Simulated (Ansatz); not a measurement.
What does this script print? It uses Ansatz 0.2.0, Python API.

The script, `energy_c3h6bfsi.py`:
```python
'''Single point of C3H6BFSi.'''

from pathlib import Path
import argparse

import ansatz as az

parser = argparse.ArgumentParser(description='Single point of C3H6BFSi.')
parser.add_argument('--basis', default='def2-SVP', help='basis')
parser.add_argument('--level', required=True, help='wavefunction method')
args = parser.parse_args()

geometry_ang = [
    ('C', [-2.3576, -1.5688, -0.5572]),
    ('C', [-1.2961, -1.3906, -0.1302]),
    ('Si', [0.3527, -1.1781, 0.5182]),
    ('B', [0.8454, 0.7236, 0.7146]),
    ('C', [0.7361, 1.6537, -0.5714]),
    ('F', [1.0894, 1.2717, 2.0172]),
    ('H', [-3.3573, -1.641, -0.9512]),
    ('H', [1.3932, -1.7693, -0.3988]),
    ('H', [0.4839, -1.8154, 1.8882]),
    ('H', [-0.2779, 1.6405, -0.9798]),
    ('H', [1.4661, 1.3101, -1.279]),
    ('H', [0.999, 2.7084, -0.2366]),
]
mol = az.Crystal.molecule()
for symbol, xyz in geometry_ang:
    mol = mol.atom(symbol, xyz)

job = mol.calculation()
job = job.basis(gaussian=args.basis)
job = job.correlation(args.level)
job = job.accuracy('high')
job = job.orbitals()
done = job.run(threads=1, runs_dir='runs')
summary = done.report

print(f'E = {summary["free_energy_ev"]:.6f} eV = {summary["free_energy_ev"] / 27.211386246:.7f} Ha')
print('converged:', summary['converged'], ' doubts:', summary['published_state_doubts'] or 'none')

parts = summary['correlation']
for name in ('random_phase', 'coupled_cluster', 'perturbative'):
    if name in parts:
        print(f'{name:16s} {parts[name]["energy"]["hartree"]:12.7f} Ha')
if 'second_order' in parts:
    pair = parts['second_order']
    print(f'MP2 same spin {pair["same_spin"]["hartree"]:.7f} Ha, opposite spin {pair["opposite_spin"]["hartree"]:.7f} Ha')

state = summary['mean_field']['state']
print(f'mean field: {state["energy"]["hartree"]:.7f} Ha, <S^2> = {abs(state["spin_squared"]):.4f}, stability: {state.get("stability", {}).get("kind")}')

lines = Path(summary['orbitals_path']).read_text().splitlines()
field_of = lambda key: [line.split('=')[1].strip() for line in lines if line.startswith(key)]
orbitals = [(27.211386 * float(e), s, float(n)) for e, s, n in zip(field_of('Ene='), field_of('Spin='), field_of('Occup='))]
homo = max(e for e, _, n in orbitals if n > 0.5)
lumo = min(e for e, _, n in orbitals if n < 0.5)
print(f'HOMO {homo:.3f} eV, LUMO {lumo:.3f} eV, gap {lumo - homo:.3f} eV')
```

```console
$ python energy_c3h6bfsi.py --level mp2
E = -14438.344320 eV = -530.5993671 Ha
converged: True  doubts: none
MP2 same spin -0.1785436 Ha, opposite spin -0.5686627 Ha
mean field: -529.8521608 Ha, <S^2> = 0.0000, stability: minimum
HOMO -10.703 eV, LUMO 2.141 eV, gap 12.844 eV
```

Reading the output:
- These settings explore the input space; basis and method may be short of convergence.
- The geometry is a force-field or estimated start, not a minimum of this method, and the basis set is short of its limit.
- Levels such as HOMO and LUMO are orbital energies: in Hartree-Fock the gap is too wide and the LUMO hangs on the basis.
- S² is that of the Hartree-Fock reference.
- Timing: 6.5 s on 1 thread of Arm Neoverse V2, with other jobs on the host, peak memory 0.47 GiB.

(A comment or docstring line of the script was reworded after the run, the code is as it ran; lines on the test bed's own set-up are left out of the output.)
